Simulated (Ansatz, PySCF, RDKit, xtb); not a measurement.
# Isomers of C4H3BrF2O, a sample narrowed down

Which of a sample of isomers of C4H3BrF2O is the most stable in the gas at 298.15 K, and what are its properties? The sample is small against all isomers, and the most stable one of this formula need not be in it.

The funnel: GFN2-xTB relaxations, single points with a density functional, relaxations at PBE0-D3(BJ)/def2-SVP, harmonic vibrations (at GFN2-xTB), and a last energy at a higher level. All values are calculated.

### Step 1. Possible bonding patterns

Isomers were taken from a list of plausible structures; this is a sample, not all of them. That gives 5 candidates.

```csv
label,SMILES,spin
c019,FC(F)=C(Br)[C@@H]1CO1,singlet
c150,C=C(F)O/C(Br)=C/F,singlet
c412,FC1=C(Br)[C@H](F)OC1,singlet
c514,CC(=O)/C(F)=C(/F)Br,singlet
c583,F/C=C/O/C(F)=C/Br,singlet
```

Candidates are built by distance geometry, with a force field where one applies, in up to four conformers (letters a to d).

**Question.** With final energies at CCSD(T)/def2-SVP + MP2/def2-TZVPP - MP2/def2-SVP, which structure will this search put lowest in free energy, and by what margin?

| quantity | value |
| --- | --- |
| lowest structure found | FC1=C(Br)[C@H](F)OC1, singlet |
| next finalist | CC(=O)/C(F)=C(/F)Br, singlet, 4.1 kcal/mol higher in G |
| share at equilibrium, among the finalists | 99.9 % |
| dipole moment (PBE0/def2-SVPD) | 1.81 D |
| HOMO energy (PBE0/def2-SVPD) | -7.61 eV |
| LUMO energy (PBE0/def2-SVPD) | -0.60 eV |
| HOMO–LUMO gap (PBE0/def2-SVPD) | 7.01 eV |
| lowest excitation (TD-PBE0/def2-SVPD) | 5.68 eV (f = 0.000) |
| strongest of the states computed, same level | 6.46 eV (f = 0.278) |
| lowest triplet excitation, same level, Tamm-Dancoff | 4.18 eV |
| vertical ionisation energy | 9.64 eV |
| vertical electron affinity | -0.98 eV (unbound: the value depends on the basis) |
| vertical triplet less singlet | +4.17 eV |

The lowest structure found is `FC1=C(Br)[C@H](F)OC1`. Among the finalists first place is clear (4.1 kcal/mol); structures outside the list aren't covered. GFN2-xTB, HF/STO-3G, r2SCAN-D4/def2-SVP, PBE0-D3(BJ)/def2-SVP, HF/def2-SVP and MP2/def2-SVP already put its bonding pattern lowest among the structures in one piece. One minimum inside the window was never screened. Lowest found is not proven lowest: the search is finite, and each finalist counts with one conformer. Only 5 drawn patterns were tried, so whole families of isomers are missing, and the result ranks this sample alone.
